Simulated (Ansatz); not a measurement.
# Al2Zn: the cost of one run

Computed with Ansatz 0.2.0 (DFT PBEsol, scalar-relativistic, plane waves, PAW, unless a step's input says otherwise).

16 further runs of the same task are left out: 16 set aside as unsound or not needed.

## 1. Starting point

It takes space group P-3m1 (No. 164, trigonal). The conventional cell has a = 2.795 Å, b = 2.795 Å, c = 6.915 Å, α = 90.00°, β = 90.00°, γ = 120.00°. Al (site symmetry 3m) is surrounded by 3 Zn at 2.79 Å and 9 Al at 2.79 to 2.86 Å. Zn (site symmetry -3m) has 6 Al at 2.79 Å and 6 Zn at 2.79 Å as nearest neighbours.

Structure file:

```
Al Zn
1.0
     2.79477    0.00000    0.00000
    -1.39739    2.42034    0.00000
     0.00000    0.00000    6.91483
Al Zn
2 1
Direct
  0.33333 0.66667 0.32908
  0.66667 0.33333 0.67092
  0.00000 0.00000 0.00000
```

It goes back to an entry of the Materials Project, which need not be the stable form.

This cell was relaxed beforehand with the same method: volume 15.59 Å³/atom, gap on the mesh none (metal).

## 2. What is varied

Atoms count from 1 in the order of the input.

The energy is mapped over a free internal coordinate and the cell.

The axes are (1) shift of Al1 along [0 0 1], its symmetry partners moved as symmetry demands (measured in the relaxed cell): 7 values from −0.250 Å; (2) c/a of the conventional cell at fixed volume: 7 values from 1.979 to 2.969.

Nothing else is relaxed (all other coordinates fixed). Energies count from the relaxed crystal. Points are written as (first, second).

## 3. Grid point (0.250 Å, 1.979)

The input, input.yaml:

```yaml
crystal:
  lattice:
    - [3.0105569201, 0.0, 0.0]
    - [-1.5052784601, 2.6072187724, 0.0]
    - [0.0, 0.0, 5.9590963677]
  atoms:
    - { symbol: Al, position: [0.3333333333, 0.6666666667, 0.3652385637] }
    - { symbol: Al, position: [0.6666666667, 0.3333333333, 0.6347614363] }
    - { symbol: Zn, position: [0.0, 0.0, 0.0] }
basis:
  ecutwfc: 520.0
kpoints:
  mp_grid: { grid: [18, 18, 6] }
hamiltonian:
  xc: pbesol
scf:
  occupations: { method: gaussian, width: 0.15 }
output:
  forces: true
  stress: true
  eigenvalues: true
```

Command:

```
$ ansatz run input.yaml --threads 1 --pin off --max-ram 2048MiB --backend cpu --events-out ev --progress --plain --runs-dir out
```

What time and memory should one allow on 1 thread of Arm Neoverse N1, shared host?

About 16 s, with a peak of 0.42 GiB.
